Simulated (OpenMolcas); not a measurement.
# GaH2O (SMILES [O][GaH2]): UHF/ANO-RCC-VDZP (DKH2, RICD fitting)

Wanted: an energy scan of GaH2O. 

The calculation is run with OpenMolcas 26.06.

6 further runs of the same task are left out: 6 set aside as unsound or not needed.

### Step 1. The system as given

GaH2O: 4 atoms, total charge 0, spin state doublet. SMILES: `[O][GaH2]`. The coordinates come from a PBE0-D4/def2-TZVP relaxation.

Bond lengths: O1–Ga2 1.794 Å, Ga2–H3 1.556 Å, Ga2–H4 1.556 Å. Angles: O1–Ga2–H3 114.9°, O1–Ga2–H4 114.9°, H3–Ga2–H4 130.2°.

### Step 2. The energy along one coordinate at UHF/ANO-RCC-VDZP (DKH2, RICD fitting)

run.input

```
* GaH2O Hartree-Fock
>>> ForEach K in (1, 2, 3, 4, 5, 6, 7)

&GATEWAY
 Coord
 $CurrDir/point$K.xyz
 Basis
 ANO-RCC-VDZP
 Group
 NoSym
 RICD
 aCD

&SEWARD

&SCF
 UHF
 Spin
 2
 PrOrbitals
 0
>>> EndDo
```

The run is started by

```bash
export MOLCAS_MEM=1860
pymolcas run.input > run.log
```

Output:

```text
--- Start Module: gateway ---

                                              &GATEWAY

                       available to each process: 1.9 GB of memory, 1 thread

++    Symmetry information:
      ---------------------

                    Character Table for C1

                             E
                    a        1  x, y, xy, Rz, z, xz, Ry, yz, Rx, I
--

++    Basis set information:
      ----------------------

      Basis set label: O.ANO-RCC...3S2P1D.

      Electronic valence basis set:
      ------------------
      Associated Effective Charge   8.000000 au
      Associated Actual Charge      8.000000 au
      Nuclear Model: Point charge

      Shell  nPrim  nBasis  Cartesian Spherical Contaminant
         s      14       3        X
         p       9       2        X
         d       4       1                 X

      Basis set label: GA.ANO-RCC...5S4P2D.

      Electronic valence basis set:
      ------------------
      Associated Effective Charge  31.000000 au
      Associated Actual Charge     31.000000 au
      Nuclear Model: Point charge

      Shell  nPrim  nBasis  Cartesian Spherical Contaminant
         s      20       5        X
         p      17       4        X
         d      11       2                 X

      Basis set label: H.ANO-RCC...2S1P.

      Electronic valence basis set:
      ------------------
      Associated Effective Charge   1.000000 au
      Associated Actual Charge      1.000000 au
      Nuclear Model: Point charge

      Shell  nPrim  nBasis  Cartesian Spherical Contaminant
         s       8       2        X
         p       4       1        X
--

++    Molecular structure info:
      -------------------------

                    ************************************************
                    **** Cartesian Coordinates / bohr, angstrom ****
                    ************************************************

     Center  Label                x              y              z                     x              y              z
        1      O1              -1.887753      -0.951776       2.112540             -0.998956      -0.503658       1.117908
        2      GA2             -0.065112       0.019733      -0.576540             -0.034456       0.010442      -0.305092
        3      H3              -1.275943      -0.077101      -2.759567             -0.675200      -0.040800      -1.460300
        4      H4               2.691620       0.843842       0.027416              1.424344       0.446542       0.014508

                    ***************************************
                    *    InterNuclear Distances / bohr    *
                    ***************************************

               1 O1            2 GA2           3 H3            4 H4
    1 O1       0.000000
    2 GA2      3.390723        0.000000
    3 H3       4.987664        2.498218        0.000000
    4 H4       5.342532        2.939982        4.935278        0.000000

                    *******************************************
                    *    InterNuclear Distances / angstrom    *
                    *******************************************

               1 O1            2 GA2           3 H3            4 H4
    1 O1       0.000000
    2 GA2      1.794293        0.000000
    3 H3       2.639358        1.322000        0.000000
    4 H4       2.827146        1.555771        2.611637        0.000000

                    **************************************
                    *    Valence Bond Angles / degree    *
                    **************************************
                          Atom centers                 Phi
                      3 H3       2 GA2      4 H4       130.15
--

            Nuclear Potential Energy             99.39787381 au

--- Stop Module: gateway /rc=_RC_ALL_IS_WELL_ ---

--- Start Module: seward ---

                                              &SEWARD

                       available to each process: 1.9 GB of memory, 1 thread

               SEWARD will generate:
                  Multipole Moment integrals up to order  2
                  Kinetic Energy integrals
                  Nuclear Attraction integrals (point charge)
                  One-Electron Hamiltonian integrals
                  Velocity integrals
                  Relativistic Douglas-Kroll-Hess integrals:
                    - Parametrization         : EXP
                    - DKH order of Hamiltonian: 2
                    - DKH order of Properties : 0
                         - multipole moment operators
                         - electric potential operators
                         - contact operators
                  Orbital angular momentum around ( -0.3825  -0.1506  -0.1001 )
                  Velocity quadrupole around ( -0.3825  -0.1506  -0.1001 )
                  Atomic mean-field integrals
                  RI decomposed two-electron repulsion integrals stored Cholesky style
                   - aCD auxiliary basis
                   - CD Threshold:   1.00E-04

                   Integrals are discarded if absolute value <: 1.00E-14
                   Integral cutoff threshold is set to       <: 1.00E-16

            Nuclear Potential Energy             99.39787381 au

      Basis set specifications :
      Symmetry species         a
      Basis functions           51

--- Stop Module: seward /rc=_RC_ALL_IS_WELL_ ---
--- Module seward spent 2 seconds ---

--- Start Module: scf ---

                                                &SCF

                       available to each process: 1.9 GB of memory, 1 thread

++    Input section:
      --------------

      Header of the integral files:

[... 9 lines left out ...]
      Nuclear repulsion energy =   99.39787381
[... 45 lines left out ...]
++ Convergence information
                               UHF SCF        iterations: Energy and convergence statistics
[... 26 lines left out ...]
       Convergence after  19 Iterations
[... 3 lines left out ...]
 *                                             SCF/KS-DFT Program, Final results                                             *
 *                                                       Final Results                                                       *
[... 86 lines left out ...]
      Title: Natural orbitals
[... 44 lines left out ...]
      Dipole Moment (debye):
[... 177 lines left out ...]
      Nuclear repulsion energy =   98.66454117
[... 45 lines left out ...]
++ Convergence information
                               UHF SCF        iterations: Energy and convergence statistics
[... 19 lines left out ...]
       Convergence after  12 Iterations
[... 3 lines left out ...]
 *                                             SCF/KS-DFT Program, Final results                                             *
 *                                                       Final Results                                                       *
[... 86 lines left out ...]
      Title: Natural orbitals
[... 44 lines left out ...]
      Dipole Moment (debye):
[... 177 lines left out ...]
      Nuclear repulsion energy =   98.00560096
[... 45 lines left out ...]
++ Convergence information
                               UHF SCF        iterations: Energy and convergence statistics
[... 19 lines left out ...]
       Convergence after  12 Iterations
[... 3 lines left out ...]
 *                                             SCF/KS-DFT Program, Final results                                             *
 *                                                       Final Results                                                       *
[... 86 lines left out ...]
      Title: Natural orbitals
[... 120 lines left out ...]
      Dipole Moment (debye):
[... 171 lines left out ...]
      Nuclear repulsion energy =   96.38113903
[... 45 lines left out ...]
++ Convergence information
                               UHF SCF        iterations: Energy and convergence statistics
[... 21 lines left out ...]
       Convergence after  14 Iterations
[... 3 lines left out ...]
 *                                             SCF/KS-DFT Program, Final results                                             *
 *                                                       Final Results                                                       *
[... 86 lines left out ...]
      Title: Natural orbitals
[... 44 lines left out ...]
      Dipole Moment (debye):
[... 171 lines left out ...]
      Nuclear repulsion energy =   95.51079105
[... 45 lines left out ...]
++ Convergence information
                               UHF SCF        iterations: Energy and convergence statistics
[... 22 lines left out ...]
       Convergence after  15 Iterations
[... 3 lines left out ...]
 *                                             SCF/KS-DFT Program, Final results                                             *
 *                                                       Final Results                                                       *
[... 2 lines left out ...]
::    Total SCF energy                              -2018.1872048371
      One-electron energy                           -3003.3839050532
      Two-electron energy                             889.6859091688
      Nuclear repulsion energy                         95.5107910474
      Kinetic energy (interpolated)                  2132.5105528809
      Virial theorem                                    0.9463902545
      Total spin, S(S+1)                                0.7613489634
      Total spin, S                                     0.5056584725
      Max non-diagonal density matrix element           0.0000232152
      Max non-diagonal Fock matrix element              0.0000047544

      No orbitals printed

++    Static properties:
      ------------------

      LoProp Charges per center

                   O1       GA2      H3       H4
      Nuclear      8.0000  31.0000   1.0000   1.0000
      Electronic  -8.4745 -30.3802  -1.0685  -1.0768

      Total       -0.4745   0.6198  -0.0685  -0.0768
--

      No orbitals printed

++    Molecular charges:
      ------------------

      Mulliken charges per centre
      ---------------------------

                            O1                      GA2                     H3                      H4
                     alpha        beta       alpha        beta       alpha        beta       alpha        beta
      Total        4.8295      3.7864     14.9215     15.0307      0.6294      0.5808      0.6195      0.6021
      Total              8.6159                 29.9522                  1.2102                  1.2216

      Charge           -0.6159                  1.0478                 -0.2102                 -0.2216

      Total electronic charge=   41.000000

      Total            charge=   -0.000000
--

++    Static properties:
      ------------------

      LoProp Charges per center

                   O1       GA2      H3       H4
      Nuclear      8.0000  31.0000   1.0000   1.0000
      Electronic  -8.4745 -30.3802  -1.0685  -1.0768

      Total       -0.4745   0.6198  -0.0685  -0.0768
--

++    Natural Bond Order analysis
      ---------------------------
      Based on LoProp computed density
      -------------------------------------------------------------------------------------
      Atom A       Atom B       Bond Order
      -------------------------------------------------------------------------------------
      NBO located      1.000 non-bonded electrons on atom O1
      NBO located      0.900 non-bonded electrons on atom O1
      NBO located      1.003 non-bonded electrons on atom GA2
      NBO located      0.997 non-bonded electrons on atom GA2
      NBO located      0.997 non-bonded electrons on atom GA2
      NBO located      1.001 non-bonded electrons on atom GA2
      NBO located      1.001 non-bonded electrons on atom GA2
      NBO located      0.999 non-bonded electrons on atom GA2
      NBO located      0.999 non-bonded electrons on atom GA2
      NBO located      0.999 non-bonded electrons on atom GA2
      NBO located      1.000 non-bonded electrons on atom GA2
      NBO located      1.000 non-bonded electrons on atom GA2
      NBO located      1.000 non-bonded electrons on atom GA2
      NBO located      1.000 non-bonded electrons on atom GA2
      NBO located      1.000 non-bonded electrons on atom GA2
      The remaining    6.426 electrons are to be considered as diffuse
--

++    Molecular orbitals:
      -------------------

      Title: Natural orbitals

      Molecular orbitals for symmetry species 1: a

          Orbital            1         2         3         4         5         6         7         8         9        10
          Energy         -383.7052  -49.3210  -42.7849  -42.7815  -42.7804   -6.6252   -4.5491   -4.5886   -4.5369   -1.2335
          Occ. No.          2.0000    2.0000    2.0000    2.0000    2.0000    2.0000    2.0000    2.0000    2.0000    2.0000

[... 50 lines of this table left out ...]
       51 H4     2pz       -0.0000   -0.0000   -0.0000   -0.0000    0.0000   -0.0001    0.0000    0.0002    0.0004    0.0004

          Orbital           11        12        13        14        15        16        17        18        19        20
          Energy          -11.1930   -9.3275   -1.2309   -2.4978   -1.1931   -0.6023   -0.4438   -0.6903   -0.5056   -1.1004
          Occ. No.          2.0000    2.0000    2.0000    2.0000    2.0000    1.9999    1.9993    1.9989    1.9982    1.9979

[... 50 lines of this table left out ...]
       51 H4     2pz       -0.0001    0.0001    0.0000    0.0009    0.0055   -0.0076    0.0065   -0.0027   -0.0000    0.0008

          Orbital           21        22        23        24        25        26        27        28        29        30
          Energy           -0.2227    0.9980    0.3096    1.1608    0.3784    0.3983    1.9627    1.0064    2.1422    1.3421
          Occ. No.          1.0000    0.0021    0.0018    0.0011    0.0007    0.0001    0.0000    0.0000    0.0000    0.0000

[... 50 lines of this table left out ...]
       51 H4     2pz        0.0013    0.0043   -0.0003   -0.0100    0.0332   -0.0616    0.0342    0.0341    0.0935    0.0007

          Orbital           31        32        33        34        35        36        37        38        39        40
          Energy            1.5853    1.8553    0.8417    1.6985    0.8691    1.1592    1.6527    1.4458    1.6755    1.3109
          Occ. No.          0.0000    0.0000    0.0000    0.0000    0.0000    0.0000    0.0000    0.0000    0.0000    0.0000

[... 50 lines of this table left out ...]
       51 H4     2pz       -0.1369    0.0122    0.0325   -0.1614    0.0133   -0.0414    0.3204   -0.1494    0.0844    0.0102

          Orbital           41        42        43        44        45        46        47        48        49        50
          Energy            1.4136    0.4632    1.8056    1.9280    1.5284    1.5468    1.3701    1.6659    2.1012    1.9801
          Occ. No.          0.0000    0.0000    0.0000    0.0000    0.0000    0.0000    0.0000    0.0000    0.0000    0.0000

[... 50 lines of this table left out ...]
       51 H4     2pz        0.0958   -0.0857    0.1440    0.0322   -0.6073    0.5760    0.1934    0.0326    0.4370    0.1903
--

++    Molecular properties:
      ---------------------

      Charge (e):
                      =   -0.0000
      Dipole Moment (debye):
      Origin of the operator (angstrom)=    0.0587   -0.0588    0.4177
                   X=  1.7015E+00               Y=  7.6990E-01               Z= -1.5198E+00           Total=  2.4078E+00
      Quadrupole Moment (debye*angstrom):
      Origin of the operator (angstrom)=    0.0587   -0.0588    0.4177
                  XX= -2.5846E+01              XY= -1.7288E+00              XZ=  1.4443E+00              YY= -2.1979E+01
                  YZ=  1.5186E+00              ZZ= -2.8749E+01
      In traceless form (debye*angstrom)
                  XX= -4.8159E-01              XY= -2.5932E+00              XZ=  2.1665E+00              YY=  5.3184E+00
                  YZ=  2.2780E+00              ZZ= -4.8368E+00
--

--- Stop Module: scf /rc=_RC_ALL_IS_WELL_ ---
--- Module scf spent 1 second ---

>>> END FOREACH

.##################.
.# Happy landing! #.
.##################.

    Timing: Wall=36.47 User=30.57 System=5.79
```

Run time: 37 s. Hardware: 1 thread of Arm Neoverse V1, shared host; peak memory 0.22 GiB.

The scan, from its lowest point:

```tsv
H3–Ga2 (Å)	energy (kJ/mol)
1.322	51.7
1.400	18.6
1.478	3.0
1.556	0.0
1.633	6.1
1.711	18.9
1.867	57.1
```

### Step 3. What came out

Level: UHF/ANO-RCC-VDZP (DKH2, RICD fitting).

| quantity | value |
| --- | --- |
| lowest energy of the scan | -2018.20895 Eh |
